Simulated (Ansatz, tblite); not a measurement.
# SnHMe2Et (C4H12Sn): one state, many levels

The task here is to estimate one member of a computed series from the others.

Program: Ansatz 0.2.0, Gaussian basis. Level of theory: as each input shows. These are calculated values, not measurements.

The runs, in order: GFN1-xTB, GFN2-xTB, PBE-D4/def2-TZVP, r2SCAN-D4/def2-TZVP, HF/def2-TZVP, PBE-QIDH/def2-TZVP, BLYP-D4/def2-TZVP, PBE-D4/def2-SVP, PBE0-D4/def2-SVP, PBE0-D4/def2-TZVPD, PBE-D4/def2-TZVPD, HF/def2-TZVPD, CCSD(T)/def2-SVP, MP2/def2-TZVP, RPA/def2-TZVP.

2 further runs of the same task are left out: 2 set aside as unsound or not needed.

## The geometry

The geometry is that of the singlet, from an earlier relaxation (r2SCAN-D4/def2-SVP).

17 atoms, charge 0, spin multiplicity 1.

Bond lengths: Sn1–H2 1.728 Å, Sn1–C3 2.163 Å, Sn1–C7 2.162 Å, Sn1–C11 2.174 Å, C3–H4 1.100 Å, C3–H5 1.101 Å, C3–H6 1.100 Å, C7–H8 1.100 Å, C7–H9 1.100 Å, C7–H10 1.100 Å, C11–C12 1.527 Å, C11–H13 1.104 Å, C11–H14 1.104 Å, C12–H15 1.104 Å, C12–H16 1.103 Å, C12–H17 1.103 Å. Angles: H2–Sn1–C3 109.2°, H2–Sn1–C7 109.4°, H2–Sn1–C11 109.3°, C3–Sn1–C7 109.5°, C3–Sn1–C11 109.1°, C7–Sn1–C11 110.3°, Sn1–C3–H4 110.4°, Sn1–C3–H5 110.0°, Sn1–C3–H6 110.6°, H4–C3–H5 108.6°, H4–C3–H6 108.5°, H5–C3–H6 108.6°, Sn1–C7–H8 110.5°, Sn1–C7–H9 110.0°, Sn1–C7–H10 110.4°, H8–C7–H9 108.6°, H8–C7–H10 108.6°, H9–C7–H10 108.6° and more.

Sn takes a core potential in the def2 sets. No spin-orbit coupling is included.

PBE0-D4/def2-TZVP was run before; its log isn't repeated, and its numbers join the tables.

Set-up of the first run:

Tight binding, by tblite at 300 K electronic temperature and without a spin-polarisation term:

```python
tblite.interface.Calculator('GFN1-xTB', numbers, positions, charge=0, uhf=0).singlepoint()
```

Tight binding, by tblite at 300 K electronic temperature and without a spin-polarisation term:

```python
tblite.interface.Calculator('GFN2-xTB', numbers, positions, charge=0, uhf=0).singlepoint()
```

start.molden holds the orbitals of an earlier run on this state, given as this run's starting guess.

Contents of in.yaml:

```yaml
crystal:
  periodic: [false, false, false]
  atoms:
    - {symbol: Sn, position_ang: [0.044702, 0.686649, 0.400859]}
    - {symbol: H, position_ang: [-0.095325, 0.941302, 2.104277]}
    - {symbol: C, position_ang: [2.125237, 0.373120, -0.102163]}
    - {symbol: H, position_ang: [2.725099, 1.250392, 0.182669]}
    - {symbol: H, position_ang: [2.230844, 0.212064, -1.185897]}
    - {symbol: H, position_ang: [2.522386, -0.507422, 0.424658]}
    - {symbol: C, position_ang: [-0.698838, 2.425354, -0.647804]}
    - {symbol: H, position_ang: [-1.756125, 2.602441, -0.400672]}
    - {symbol: H, position_ang: [-0.612055, 2.274287, -1.734402]}
    - {symbol: H, position_ang: [-0.119139, 3.318154, -0.369932]}
    - {symbol: C, position_ang: [-1.097158, -1.077514, -0.156577]}
    - {symbol: C, position_ang: [-0.616295, -2.355600, 0.527768]}
    - {symbol: H, position_ang: [-1.034782, -1.169701, -1.255206]}
    - {symbol: H, position_ang: [-2.156690, -0.876669, 0.078777]}
    - {symbol: H, position_ang: [-1.210820, -3.233967, 0.221280]}
    - {symbol: H, position_ang: [0.436685, -2.579190, 0.286134]}
    - {symbol: H, position_ang: [-0.687726, -2.283689, 1.626230]}
basis:
  gaussian: {orbitals: def2-TZVP, initial_orbitals: start.molden}
hamiltonian: {xc: pbe, dispersion: d4}
scf: {omitted_lower_state_checks: [starts]}
output: {orbitals: {seedname: orbitals}}
```

Launch:

```sh
ansatz run in.yaml --threads 2 --pin off --events-out ev --progress --plain --max-ram 32768MiB --backend cpu
```

Among the steps run: PBE-D4/def2-TZVP; r2SCAN-D4/def2-TZVP; HF/def2-TZVP; PBE-QIDH/def2-TZVP; BLYP-D4/def2-TZVP; PBE-D4/def2-SVP; PBE0-D4/def2-SVP; PBE0-D4/def2-TZVPD; PBE-D4/def2-TZVPD; HF/def2-TZVPD; CCSD(T)/def2-SVP; MP2/def2-TZVP; RPA/def2-TZVP.

One table of the session follows, with a row left open; its other results are not shown here.

It belongs to the step «Binding energy». 

| method | binding an atom (eV) |
| --- | --- |
| HF/def2-SVP | 2.816 |
| HF/def2-TZVP | 2.788 |
| HF/def2-TZVPD | 2.789 |
| PBE-D4/def2-SVP | 3.748 |
| PBE-D4/def2-TZVP | 3.738 |
| PBE-D4/def2-TZVPD | ? |
| BLYP-D4/def2-TZVP | 3.671 |
| r2SCAN-D4/def2-TZVP | 3.701 |
| PBE0-D4/def2-SVP | 3.722 |
| PBE0-D4/def2-TZVP | 3.707 |
| PBE0-D4/def2-TZVPD | 3.707 |
| MP2/def2-SVP | 3.540 |
| MP2/def2-TZVP | 3.583 |
| CCSD/def2-SVP | 3.516 |
| CCSD(T)/def2-SVP | 3.544 |

Estimate the missing values for PBE-D4/def2-TZVPD.

As computed: binding an atom (eV): 3.739. In the column «binding an atom (eV)» it lies between PBE-D4/def2-TZVP (3.738) and PBE-D4/def2-SVP (3.748).

Caveats from the session: Free atoms were run apart at each level; binding is atoms less cluster, divided by the number of atoms, without zero-point or spin-orbit terms.
